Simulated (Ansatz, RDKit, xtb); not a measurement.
# C5H5BF2O: ranking a sample of isomers

Which of a sample of isomers of C5H5BF2O is the most stable in the gas at 298.15 K, and what are its properties? The sample is small against all isomers, and the most stable one of this formula need not be in it.

The funnel: GFN2-xTB relaxations, single points with a density functional, relaxations at PBE-D3(BJ)/def2-SVP, harmonic vibrations (at GFN2-xTB), and a last energy at a higher level. All values are calculated.

### 1 Possible bonding patterns

Isomers were taken from a list of plausible structures; this is a sample, not all of them. That gives 12 candidates.

```tsv
label	SMILES	spin
c116	CC(=C=CC=O)B(F)F	singlet
c147	FB(F)C1=COC=CC1	singlet
c202	C=C1C[C@]1(C=O)B(F)F	singlet
c300	Cc1ccc(B(F)F)o1	singlet
c309	O=CC1=C[C@@H]1CB(F)F	singlet
c331	C#CC(=O)CCB(F)F	singlet
c440	FBc1occc1CF	singlet
c520	O=CC(B(F)F)=C1CC1	singlet
c566	O=C[C@H]1[C@@H]2[C@@H](B(F)F)[C@H]12	singlet
c883	CC#CC(=O)CB(F)F	singlet
c910	O=C1C=C[C@@H]1CB(F)F	singlet
c940	C=C(C#CB(F)F)OC	singlet
```

Candidates are built by distance geometry, with a force field where one applies, in up to four conformers (letters a to d).

### 2 Cheap relaxation of all starts

All 32 starts are relaxed the same way. One of them, c940b (taken from a list of plausible isomers, embedded by distance geometry and UFF), in full:

File start.xyz:

```xyz
14
c940b
C     -0.331430     0.522390     3.016791
C     -0.186187     0.619672     1.725553
C      1.164790     0.664407     1.143781
C      2.279053     0.656371     0.648133
C     -2.663113     0.673773     1.300586
B      3.643341     0.702560     0.004910
F      4.841169     0.631977     0.868976
F      3.781933     0.741258    -1.424662
O     -1.286843     0.726689     0.838688
H     -1.235819     0.493693     3.520681
H      0.597150     0.461275     3.637343
H     -3.281019     0.778773     0.409116
H     -2.837338     1.543830     1.951134
H     -2.847863    -0.280777     1.781512
```

On the command line:

```
$ xtb start.xyz --gfn 2 --opt
```

Output (excerpt; [...] marks lines left out):

```text
* xtb version 6.7.1
[...]
          :  # basis functions                  41          :
[...]
          :  # electrons                        48          :
[...]
          :  Hamiltonian                  GFN2-xTB          :
[...]
          :  net charge                          0          :
          :  unpaired electrons                  0          :
[...]
   *** convergence criteria satisfied after 12 iterations ***
[...]
   *** GEOMETRY OPTIMIZATION CONVERGED AFTER 11 ITERATIONS ***
[...]
   *** convergence criteria satisfied after 3 iterations ***
[...]
         ::                     SUMMARY                     ::
         :::::::::::::::::::::::::::::::::::::::::::::::::::::
         :: total energy             -28.025318668425 Eh    ::
         :: gradient norm              0.000268300152 Eh/a0 ::
         :: HOMO-LUMO gap              3.070290566681 eV    ::
         ::.................................................::
         :: SCC energy               -28.361288080678 Eh    ::
         :: -> isotropic ES            0.068664358917 Eh    ::
         :: -> anisotropic ES          0.003415783384 Eh    ::
         :: -> anisotropic XC          0.003513070598 Eh    ::
         :: -> dispersion             -0.008265336689 Eh    ::
         :: repulsion energy           0.335969412254 Eh    ::
         :: add. restraining           0.000000000000 Eh    ::
         :: total charge               0.000000000000 e     ::
         :::::::::::::::::::::::::::::::::::::::::::::::::::::
[...]
        24        2.0000           -0.3997611             -10.8781 (HOMO)
        25                         -0.2869300              -7.8078 (LUMO)
[...]
     #   Z          covCN         q      C6AA      α(0)
     1   6          2.853    -0.128    31.255     9.163
     2   6          2.841     0.170    24.340     8.085
     3   6          1.983     0.007    30.885     8.975
     4   6          1.886    -0.107    34.104     9.432
     5   6          3.650     0.034    20.316     6.475
     6   5          2.349     0.525    20.250     8.584
     7   9          0.723    -0.255    11.829     4.062
     8   9          0.723    -0.252    11.797     4.056
     9   8          1.707    -0.254    18.215     5.762
    10   1          0.926     0.053     2.286     2.364
    11   1          0.926     0.054     2.275     2.359
    12   1          0.925     0.066     2.125     2.280
    13   1          0.924     0.045     2.389     2.417
    14   1          0.924     0.045     2.389     2.417
[...]
molecular dipole:
                 x           y           z       tot (Debye)
 q only:       -1.441      -0.036       0.756
   full:       -1.500      -0.044       0.865       4.402
molecular quadrupole (traceless):
[...]
          | TOTAL ENERGY              -28.025318668425 Eh   |
          | GRADIENT NORM               0.000268300152 Eh/α |
          | HOMO-LUMO GAP               3.070290566681 eV   |
           -------------------------------------------------
[...]
```

Run time: 0.062 s. Hardware: 4 threads of Arm Neoverse V2, shared host.

### 3 Distinct minima at GFN2-xTB

32 of the 32 relaxations converged; 7 ended on a minimum already found. 25 distinct structures remain, the lowest 22 here:

```tsv
label	start	SMILES after	spin	energy (kcal/mol)	note
c300a	drawn	Cc1ccc(B(F)F)o1	singlet	0.0	
c147a	drawn	FB(F)C1=COC=CC1	singlet	19.0	
c440c	drawn	FBc1occc1CF	singlet	34.9	
c440a	drawn	FBc1occc1CF	singlet	36.6	
c910c	drawn	O=C1C=C[C@@H]1CB(F)F	singlet	44.5	
c910b	drawn	O=C1C=C[C@@H]1CB(F)F	singlet	44.5	
c910d	drawn	O=C1C=C[C@@H]1CB(F)F	singlet	44.6	
c883a	drawn	CC#CC(=O)CB(F)F	singlet	45.8	
c883c	drawn	CC#CC(=O)CB(F)F	singlet	45.8	
c331c	drawn	C#CC1=[O+][B-](F)(F)CC1	singlet	46.2	bonds changed
c520a	drawn	O=CC(B(F)F)=C1CC1	singlet	50.5	
c202a	drawn	C=C1C[C@]1(C=O)B(F)F	singlet	51.6	
c520b	drawn	O=CC(B(F)F)=C1CC1	singlet	51.6	
c116a	drawn	CC(=C=CC=O)B(F)F	singlet	52.1	
c116b	drawn	CC(=C=CC=O)B(F)F	singlet	52.7	
c202d	drawn	C=C1C[C@]1(C=O)B(F)F	singlet	53.1	
c331a	drawn	C#CC(=O)CCB(F)F	singlet	56.1	
c940b	drawn	C=C(C#CB(F)F)OC	singlet	57.3	
c940a	drawn	C=C(C#CB(F)F)OC	singlet	57.4	
c566a	drawn	O=C[C@H]1[C@@H]2[C@@H](B(F)F)[C@H]12	singlet	62.1	
c566b	drawn	O=C[C@H]1[C@@H]2[C@@H](B(F)F)[C@H]12	singlet	62.6	
c309d	drawn	O=CC1=C[C@@H]1CB(F)F	singlet	74.9
```

### 4 Second filter: single points

A choice of the minima (the low ones first, few conformers of a pattern, up to a cap) and the lowest that fell apart get a single point at r2SCAN-D4/def2-SVP on the tight-binding geometry, and one at HF/STO-3G for comparison. The lowest singlets are also tried as triplets at the same geometry (label ending in t). The first, c300a:

File input.yaml:

```yaml
crystal:
  periodic: [false, false, false]
  atoms:
    - symbol: C
      position_ang: [1.715775, 0.946746, 2.242996]
    - symbol: C
      position_ang: [0.446799, 0.526598, 1.594214]
    - symbol: C
      position_ang: [0.170797, -0.505577, 0.731067]
    - symbol: C
      position_ang: [-1.197378, -0.411337, 0.438097]
    - symbol: C
      position_ang: [-1.688914, 0.675389, 1.138777]
    - symbol: B
      position_ang: [-3.106283, 1.245378, 1.197674]
    - symbol: F
      position_ang: [-4.096854, 0.694399, 0.512339]
    - symbol: F
      position_ang: [-3.456026, 2.299821, 1.911486]
    - symbol: O
      position_ang: [-0.659441, 1.232642, 1.839668]
    - symbol: H
      position_ang: [2.391255, 1.384433, 1.508681]
    - symbol: H
      position_ang: [1.502634, 1.687838, 3.007982]
    - symbol: H
      position_ang: [2.213786, 0.091301, 2.693452]
    - symbol: H
      position_ang: [0.865023, -1.231840, 0.361259]
    - symbol: H
      position_ang: [-1.772499, -1.048936, -0.201822]
basis:
  gaussian:
    orbitals: def2-SVP
scf:
  lower_state_search: "off"
hamiltonian:
  xc: {name: r2SCAN}
  dispersion: d4
```

On the command line:

```
$ ansatz run input.yaml --threads 4 --pin off --max-ram 7830MiB --events-out events.jsonl --progress --plain --runs-dir runs
```

Output (excerpt; [...] marks lines left out):

```text
Warning: RAYON_NUM_THREADS=4 ignored (pool sized by the plan → 4); use --threads N
Functional definition: r2SCAN
  name "r2SCAN"
[...]
1673 factors; their error is unknown
[...]
mean field -13409.86180473 eV, -492.8033317931 hartree, gradient 4.6e-6 eV, S^2 0.000000; 0 other end points of the search recorded, 0 dependent functions left out
reference -13409.86181622 eV, -492.8033322153 hartree; 33, 33 occupied and 118, 118 virtual orbitals, 1673 factors
Total energy: -13409.95166763 eV, -492.8066341937 hartree
Checks for a lower state left out: stability, starts, cluster_reference, orbital_swaps, neighbouring_geometries, increment
```

It took 1.8 s on 4 threads of Arm Neoverse V2, shared host; peak memory 0.2 GiB.

Relative energies in kcal/mol, each column from its lowest structure that stays in one piece:

```tsv
label	SMILES	spin	GFN2-xTB	HF/STO-3G	r2SCAN-D4/def2-SVP
c300a	Cc1ccc(B(F)F)o1	singlet	0.0	0.0	0.0
c147a	FB(F)C1=COC=CC1	singlet	19.0	20.3	18.1
c440c	FBc1occc1CF	singlet	34.9	55.4	60.5
c440a	FBc1occc1CF	singlet	36.6	55.6	62.4
c300at	Cc1ccc(B(F)F)o1	triplet	–	–	78.2
c147at	FB(F)C1=COC=CC1	triplet	–	–	91.8
c440ct	FBc1occc1CF	triplet	–	–	132.8
```

### 5 Relaxing the best candidates

3 candidates are relaxed at PBE-D3(BJ)/def2-SVP (chosen among the lowest in one piece). The first, c300a:

File input.yaml:

```yaml
crystal:
  periodic: [false, false, false]
  atoms:
    - {symbol: C, position_ang: [1.715775, 0.946746, 2.242996]}
    - {symbol: C, position_ang: [0.446799, 0.526598, 1.594214]}
    - {symbol: C, position_ang: [0.170797, -0.505577, 0.731067]}
    - {symbol: C, position_ang: [-1.197378, -0.411337, 0.438097]}
    - {symbol: C, position_ang: [-1.688914, 0.675389, 1.138777]}
    - {symbol: B, position_ang: [-3.106283, 1.245378, 1.197674]}
    - {symbol: F, position_ang: [-4.096854, 0.694399, 0.512339]}
    - {symbol: F, position_ang: [-3.456026, 2.299821, 1.911486]}
    - {symbol: O, position_ang: [-0.659441, 1.232642, 1.839668]}
    - {symbol: H, position_ang: [2.391255, 1.384433, 1.508681]}
    - {symbol: H, position_ang: [1.502634, 1.687838, 3.007982]}
    - {symbol: H, position_ang: [2.213786, 0.091301, 2.693452]}
    - {symbol: H, position_ang: [0.865023, -1.231840, 0.361259]}
    - {symbol: H, position_ang: [-1.772499, -1.048936, -0.201822]}
basis:
  gaussian:
    orbitals: def2-SVP
hamiltonian:
  xc: {name: PBE}
  dispersion: d3bj
scf:
  lower_state_search: off
relax:
  f_tol: 0.006
```

On the command line:

```
$ ansatz run input.yaml --threads 4 --pin off --max-ram 7830MiB --events-out events.jsonl --progress --plain --runs-dir runs
```

Output:

```text
Warning: RAYON_NUM_THREADS=4 ignored (pool sized by the plan → 4); use --threads N
The last accepted step is kept in runs//last_step.txt (removed where the run ends without a failure and the disk answers)
Functional definition: PBE
  name "PBE"
  parameter kappa = 0.804
  parameter beta = 0.06672455060314922
  exchange = pbe_x(kappa = kappa, mu = beta*pi^2/3)
  correlation = pbe_c(beta = beta)
these checks for a lower state are left out or cut short: stability, starts, cluster_reference, orbital_swaps, neighbouring_geometries, increment
1673 factors; their error is unknown
mean field evaluation 1: about -13390.2697 eV, gradient 6.9e1 eV
mean field evaluation 2: about -13376.9348 eV, gradient 1.0e2 eV
mean field evaluation 4: about -13401.5923 eV, gradient 9.5e0 eV
mean field evaluation 8: about -13401.7800 eV, gradient 2.7e-1 eV
mean field evaluation 16: about -13401.6917 eV, gradient 2.4e-4 eV
mean field -13401.69173954 eV, -492.5030874353 hartree, gradient 1.8e-6 eV, S^2 0.000000; 0 other end points of the search recorded, 0 dependent functions left out
the calculation of the forces begins
reference -13401.69178033 eV, -492.5030889342 hartree; 33, 33 occupied and 118, 118 virtual orbitals, 1673 factors
relax step   1: F+E_penalty+E_count = -13402.00897676 eV  Δ(F+E_penalty+E_count) = +0.000e0 eV  max|allowed force component| = 9.001e-1 eV/Å  Δτ_max = 0.0000 Å  (20 SCF iters, accepted)
these checks for a lower state are left out or cut short: stability, starts, cluster_reference, orbital_swaps, neighbouring_geometries, increment
1673 factors; their error is unknown
mean field -13401.78459773 eV, -492.5064999108 hartree, gradient 1.1e-6 eV, S^2 0.000000; 0 other end points of the search recorded, 0 dependent functions left out
the calculation of the forces begins
reference -13401.78463891 eV, -492.5065014239 hartree; 33, 33 occupied and 118, 118 virtual orbitals, 1673 factors
relax step   2: F+E_penalty+E_count = -13402.10147018 eV  Δ(F+E_penalty+E_count) = -9.249e-2 eV  max|allowed force component| = 4.241e-1 eV/Å  Δτ_max = 0.0393 Å  (23 SCF iters, accepted)
these checks for a lower state are left out or cut short: stability, starts, cluster_reference, orbital_swaps, neighbouring_geometries, increment
1673 factors; their error is unknown
mean field evaluation 32: about -13401.8960 eV, gradient 1.4e-2 eV
mean field -13401.80003840 eV, -492.5070673447 hartree, gradient 2.8e-6 eV, S^2 0.000000; 0 other end points of the search recorded, 0 dependent functions left out
the calculation of the forces begins
reference -13401.80007971 eV, -492.5070688632 hartree; 33, 33 occupied and 118, 118 virtual orbitals, 1673 factors
relax step   3: F+E_penalty+E_count = -13402.11675169 eV  Δ(F+E_penalty+E_count) = -1.528e-2 eV  max|allowed force component| = 8.159e-2 eV/Å  Δτ_max = 0.0376 Å  (21 SCF iters, accepted)
[... from here on, the SCF cycles and remarks between the steps are left out ...]
relax step   4: F+E_penalty+E_count = -13402.11778530 eV  Δ(F+E_penalty+E_count) = -1.034e-3 eV  max|allowed force component| = 6.318e-2 eV/Å  Δτ_max = 0.0211 Å  (21 SCF iters, accepted)
relax step   5: F+E_penalty+E_count = -13402.11533093 eV  Δ(F+E_penalty+E_count) = +2.454e-3 eV  max|allowed force component| = 2.652e-1 eV/Å  Δτ_max = 0.1395 Å  (21 SCF iters, rejected (line search))
relax step   6: F+E_penalty+E_count = -13402.12039193 eV  Δ(F+E_penalty+E_count) = -2.607e-3 eV  max|allowed force component| = 5.655e-2 eV/Å  Δτ_max = 0.0664 Å  (21 SCF iters, accepted)
relax step   7: F+E_penalty+E_count = -13402.12206603 eV  Δ(F+E_penalty+E_count) = -1.674e-3 eV  max|allowed force component| = 1.453e-1 eV/Å  Δτ_max = 0.0975 Å  (21 SCF iters, accepted)
relax step   8: F+E_penalty+E_count = -13402.12378594 eV  Δ(F+E_penalty+E_count) = -1.720e-3 eV  max|allowed force component| = 1.314e-1 eV/Å  Δτ_max = 0.0343 Å  (20 SCF iters, accepted)
relax step   9: F+E_penalty+E_count = -13402.13218764 eV  Δ(F+E_penalty+E_count) = -8.402e-3 eV  max|allowed force component| = 2.982e-2 eV/Å  Δτ_max = 0.1382 Å  (20 SCF iters, accepted)
relax step  10: F+E_penalty+E_count = -13402.13372135 eV  Δ(F+E_penalty+E_count) = -1.534e-3 eV  max|allowed force component| = 8.859e-2 eV/Å  Δτ_max = 0.0533 Å  (20 SCF iters, accepted)
relax step  11: F+E_penalty+E_count = -13402.13000601 eV  Δ(F+E_penalty+E_count) = +3.715e-3 eV  max|allowed force component| = 3.229e-1 eV/Å  Δτ_max = 0.1333 Å  (21 SCF iters, rejected (line search))
relax step  12: F+E_penalty+E_count = -13402.13696275 eV  Δ(F+E_penalty+E_count) = -3.241e-3 eV  max|allowed force component| = 3.980e-2 eV/Å  Δτ_max = 0.0666 Å  (20 SCF iters, accepted)
relax step  13: F+E_penalty+E_count = -13402.13830906 eV  Δ(F+E_penalty+E_count) = -1.346e-3 eV  max|allowed force component| = 1.555e-1 eV/Å  Δτ_max = 0.0975 Å  (20 SCF iters, accepted)
relax step  14: F+E_penalty+E_count = -13402.13668809 eV  Δ(F+E_penalty+E_count) = +1.621e-3 eV  max|allowed force component| = 1.680e-1 eV/Å  Δτ_max = 0.0454 Å  (21 SCF iters, rejected (line search))
relax step  15: F+E_penalty+E_count = -13402.14040756 eV  Δ(F+E_penalty+E_count) = -2.098e-3 eV  max|allowed force component| = 7.438e-2 eV/Å  Δτ_max = 0.0227 Å  (21 SCF iters, accepted)
relax step  16: F+E_penalty+E_count = -13402.14188020 eV  Δ(F+E_penalty+E_count) = -1.473e-3 eV  max|allowed force component| = 5.012e-3 eV/Å  Δτ_max = 0.0531 Å  (20 SCF iters, accepted)
relax step  17: F+E_penalty+E_count = -13402.14220417 eV  Δ(F+E_penalty+E_count) = -3.240e-4 eV  max|allowed force component| = 1.077e-1 eV/Å  Δτ_max = 0.0774 Å  (20 SCF iters, accepted)
relax step  18: F+E_penalty+E_count = -13402.14270507 eV  Δ(F+E_penalty+E_count) = -5.009e-4 eV  max|allowed force component| = 2.785e-2 eV/Å  Δτ_max = 0.0050 Å  (23 SCF iters, accepted)
relax step  19: F+E_penalty+E_count = -13402.14290054 eV  Δ(F+E_penalty+E_count) = -1.955e-4 eV  max|allowed force component| = 4.385e-3 eV/Å  Δτ_max = 0.0160 Å  (22 SCF iters, accepted)
relax step  20: F+E_penalty+E_count = -13402.14296463 eV  Δ(F+E_penalty+E_count) = -6.409e-5 eV  max|allowed force component| = 2.374e-2 eV/Å  Δτ_max = 0.0309 Å  (21 SCF iters, accepted)
relax step  21: F+E_penalty+E_count = -13402.14298650 eV  Δ(F+E_penalty+E_count) = -2.186e-5 eV  max|allowed force component| = 1.290e-2 eV/Å  Δτ_max = 0.0033 Å  (14 SCF iters, accepted)
these checks for a lower state are left out or cut short: stability, starts, cluster_reference, orbital_swaps, neighbouring_geometries, increment
1673 factors; their error is unknown
mean field -13401.82610048 eV, -492.5080251086 hartree, gradient 1.2e-6 eV, S^2 0.000000; 0 other end points of the search recorded, 0 dependent functions left out
the calculation of the forces begins
reference -13401.82614115 eV, -492.5080266034 hartree; 33, 33 occupied and 118, 118 virtual orbitals, 1673 factors
relax step  22: F+E_penalty+E_count = -13402.14299656 eV  Δ(F+E_penalty+E_count) = -1.006e-5 eV  max|allowed force component| = 4.904e-3 eV/Å  Δτ_max = 0.0026 Å  (14 SCF iters, accepted)
Total energy: -13402.14303724 eV, -492.5196723196 hartree
Atom 0 at     1.710111     0.976865     2.231642 Å, force     0.001915     0.001007     0.001288 eV/Å
Atom 1 at     0.454039     0.503675     1.592692 Å, force    -0.004679     0.003200     0.000622 eV/Å
Atom 2 at     0.145854    -0.611473     0.828556 Å, force     0.000194    -0.000660    -0.000371 eV/Å
Atom 3 at    -1.236825    -0.503622     0.507092 Å, force    -0.004904     0.002131    -0.000174 eV/Å
Atom 4 at    -1.702435     0.668796     1.089487 Å, force     0.002985    -0.000196     0.000627 eV/Å
Atom 5 at    -3.086022     1.332167     1.105615 Å, force     0.004586    -0.001089     0.000692 eV/Å
Atom 6 at    -4.110369     0.755197     0.468195 Å, force    -0.001850     0.000312    -0.000364 eV/Å
Atom 7 at    -3.323977     2.481960     1.738046 Å, force     0.001939    -0.001773    -0.000611 eV/Å
Atom 8 at    -0.649716     1.274646     1.752406 Å, force    -0.002568    -0.001230    -0.001415 eV/Å
Atom 9 at     2.005779     1.974230     1.844525 Å, force     0.000752     0.000458     0.000289 eV/Å
Atom 10 at     1.588174     1.075984     3.330401 Å, force     0.000830     0.000086     0.000455 eV/Å
Atom 11 at     2.532327     0.265670     2.032684 Å, force    -0.000102    -0.000396    -0.000360 eV/Å
Atom 12 at     0.842049    -1.406504     0.540134 Å, force     0.000774    -0.000666    -0.000133 eV/Å
Atom 13 at    -1.840315    -1.200737    -0.085606 Å, force     0.000128    -0.001185    -0.000545 eV/Å
Dipole moment:     0.611594    -0.262547     0.011457 e Å
Checks for a lower state left out: stability, starts, cluster_reference, orbital_swaps, neighbouring_geometries, increment
```

It took 25 s on 4 threads of Arm Neoverse V2, shared host; peak memory 0.2 GiB.

Energy change by step (eV): 0.0000, -0.0925, -0.1078, -0.1088, -0.1064, -0.1114, -0.1131, -0.1148, -0.1232, -0.1247, -0.1210, -0.1280, -0.1293, -0.1277, -0.1314, -0.1329, -0.1332, -0.1337, -0.1339, -0.1340, -0.1340, -0.1340.

After the run. Bond lengths: C1–C2 1.487 Å, C2–C3 1.387 Å, C3–C4 1.424 Å, C4–C5 1.389 Å, C5–B6 1.534 Å, B6–F7 1.337 Å, B6–F8 1.334 Å, C2–O9 1.356 Å, C5–O9 1.384 Å, C1–H10 1.110 Å, C1–H11 1.110 Å, C1–H12 1.105 Å, C3–H13 1.095 Å, C4–H14 1.096 Å. Some angles: C1–C2–C3 132.9°, C1–C2–O9 117.1°, C3–C2–O9 110.0°, C2–C3–C4 106.2°, C3–C4–C5 107.1°, C4–C5–B6 132.2°, C4–C5–O9 108.4°, B6–C5–O9 119.4°, C5–B6–F7 119.9°, C5–B6–F8 122.6°.

### 6 The relaxed candidates

```tsv
label	spin	r2SCAN-D4/def2-SVP (kcal/mol)	PBE-D3(BJ)/def2-SVP, relaxed (kcal/mol)	time
c300a	singlet	0.0	0.0	25 s
c147a	singlet	18.1	18.4	8.7 s
c440c	singlet	60.5	59.2	8.4 s
```

c300a: Bond lengths: C1–C2 1.487 Å, C2–C3 1.387 Å, C3–C4 1.424 Å, C4–C5 1.389 Å, C5–B6 1.534 Å, B6–F7 1.337 Å, B6–F8 1.334 Å, C2–O9 1.356 Å, C5–O9 1.384 Å, C1–H10 1.110 Å, C1–H11 1.110 Å, C1–H12 1.105 Å, C3–H13 1.095 Å, C4–H14 1.096 Å. Some angles: C1–C2–C3 132.9°, C1–C2–O9 117.1°, C3–C2–O9 110.0°, C2–C3–C4 106.2°, C3–C4–C5 107.1°, C4–C5–B6 132.2°, C4–C5–O9 108.4°, B6–C5–O9 119.4°, C5–B6–F7 119.9°, C5–B6–F8 122.6°.

c147a: Bond lengths: C1–C2 1.361 Å, C3–C4 1.343 Å, C1–C5 1.521 Å, C4–C5 1.507 Å, C1–B6 1.540 Å, B6–F7 1.339 Å, B6–F8 1.340 Å, C2–O9 1.356 Å, C3–O9 1.387 Å, C2–H10 1.101 Å, C3–H11 1.098 Å, C4–H12 1.101 Å, C5–H13 1.115 Å, C5–H14 1.115 Å. Some angles: C1–C2–O9 125.9°, C2–C1–C5 120.5°, C2–C1–B6 117.7°, C5–C1–B6 121.8°, C3–C4–C5 122.7°, C4–C3–O9 124.1°, C1–C5–C4 110.3°, C1–B6–F7 121.0°, C1–B6–F8 122.6°, F7–B6–F8 116.5°.

c440c: Bond lengths: C2–C3 1.383 Å, C1–C4 1.400 Å, C3–C4 1.424 Å, C4–C5 1.499 Å, C1–B6 1.528 Å, B6–F7 1.347 Å, C5–F8 1.385 Å, C1–O9 1.387 Å, C2–O9 1.344 Å, B6–H10 1.216 Å, C2–H11 1.096 Å, C3–H12 1.094 Å, C5–H13 1.113 Å, C5–H14 1.113 Å. Some angles: C2–C3–C4 105.6°, C3–C2–O9 111.3°, C1–C4–C3 107.2°, C1–C4–C5 127.5°, C3–C4–C5 125.3°, C4–C1–B6 132.7°, C4–C1–O9 108.1°, B6–C1–O9 119.3°, C4–C5–F8 110.5°, C1–B6–F7 117.5°.

(Part 1 of 2 ends here.)
